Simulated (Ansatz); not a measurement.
# RhN2 (Pnnm): equation of state with a fit in Python

Wanted for RhN2 (Pnnm): an equation of state with a fit.

Program: the Python package of Ansatz 0.2.0. Level of theory: DFT LDA, plane waves, PAW. These are calculated values, not measurements.

## (1) The system

Symmetry: Pnnm, No. 58, orthorhombic system. The conventional cell has a = 4.088 Å, b = 4.918 Å, c = 2.835 Å, α = 90.00°, β = 90.00°, γ = 90.00°. Around Rh (site symmetry 2/m) lie 6 N at 2.10 to 2.14 Å. N (site symmetry m) is surrounded by 1 N at 1.30 Å and 3 Rh at 2.10 to 2.14 Å.

The script holds or builds the structure itself.

## (2) The code

File run_eos.py:

```python
import ansatz as az
from ase.eos import EquationOfState
from ase.units import GPa
import numpy as np

SETTINGS = {
    "functional": "lda",
    "smearing": "methfessel_paxton",
    "kgrid": (6, 5, 8),
}

vectors0 = np.array([
    [4.087542, 0.0, 0.0],
    [0.0, 4.917689, 0.0],
    [0.0, 0.0, 2.834525],
])
sites = [
    ("Rh", (0.5, 0.5, 0.5)),
    ("Rh", (0.0, 0.0, 0.0)),
    ("N", (0.378514, 0.914936, 0.5)),
    ("N", (0.621486, 0.085064, 0.5)),
    ("N", (0.121486, 0.414936, 0.0)),
    ("N", (0.878514, 0.585064, 0.0)),
]


def build(cell):
    crystal = az.Crystal(lattice=az.Lattice.of(cell))
    for symbol, position in sites:
        crystal = crystal.atom(symbol, position)
    return crystal

volumes, energies = [], []
for scale in np.linspace(0.88, 1.12, 7):
    cell = vectors0 * scale ** (1 / 3)
    job = (
        build(cell).calculation()
        .functional(SETTINGS["functional"])
        .basis(18 * az.Ha)
        .occupations(SETTINGS["smearing"])
        .kpoints(*SETTINGS["kgrid"])
    )
    summary = job.run(threads=1, backend="cpu").report
    volumes.append(abs(np.linalg.det(cell)) / len(sites))
    energies.append(summary["free_energy_ev"] / len(sites))
    print(f"V = {volumes[-1]:8.4f} A^3/atom  F = {energies[-1]:.5f} eV/atom")

eos = EquationOfState(volumes, energies, eos="vinet")
v0, e0, bulk = eos.fit()
print(f"V0 = {v0:.4f} A^3/atom, E0 = {e0:.5f} eV/atom, B = {bulk / GPa:.1f} GPa")
eos.plot("eos.png")
```

## (3) The input behind the calls

The package turns the script's settings into the engine's input (first run):

```yaml
crystal:
  lattice:
    - [3.9170259810756254, 0.0, 0.0]
    - [0.0, 4.7125425450918454, 0.0]
    - [0.0, 0.0, 2.716279874068178]
  atoms:
    - { symbol: Rh, position: [0.5, 0.5, 0.5] }
    - { symbol: Rh, position: [0.0, 0.0, 0.0] }
    - { symbol: "N", position: [0.378514, 0.914936, 0.5] }
    - { symbol: "N", position: [0.621486, 0.085064, 0.5] }
    - { symbol: "N", position: [0.121486, 0.414936, 0.0] }
    - { symbol: "N", position: [0.878514, 0.585064, 0.0] }
basis:
  ecutwfc: 489.804952427784
kpoints:
  mp_grid:
    grid: [6, 5, 8]
hamiltonian:
  xc: lda
scf:
  occupations:
    method: methfessel_paxton
```

## (4) Launch

The run is started by

```
$ python run_eos.py
```

**Question.** Where does the minimum lie against the volume typed, and how stiff is the crystal?

**Answer**, as computed:

```
                      quantity            value
                 runs compared                7
               range of energy  264.82 meV/atom
lowest point, volume (Å³/atom)            8.737
      equilibrium volume (fit)     8.86 Å³/atom
            bulk modulus (fit)          341 GPa
```

In words: A third-order Birch-Murnaghan fit through the 7 points (the script's own form differs a little) has its minimum at 8.86 Å³ an atom, 6.7 % below the typed cell, with a bulk modulus of 341 GPa and dB/dP = 4.7. From that minimum the energy rises by 34.0 meV an atom on the compressed side and 266.7 meV on the expanded side. The window is off centre, so dB/dP is rough. Notes:
- The run is spin-unpolarised.
- Shape and fractional positions are held along the curve, so the bulk modulus is an upper value where they are free to relax.
- The mesh is modest for a metal, so energies can be off by several to tens of meV an atom and pressures by half a GPa or more; differences at equal mesh fare better.
- The structure comes from a database of computed cells and needn't be a stable or known phase.
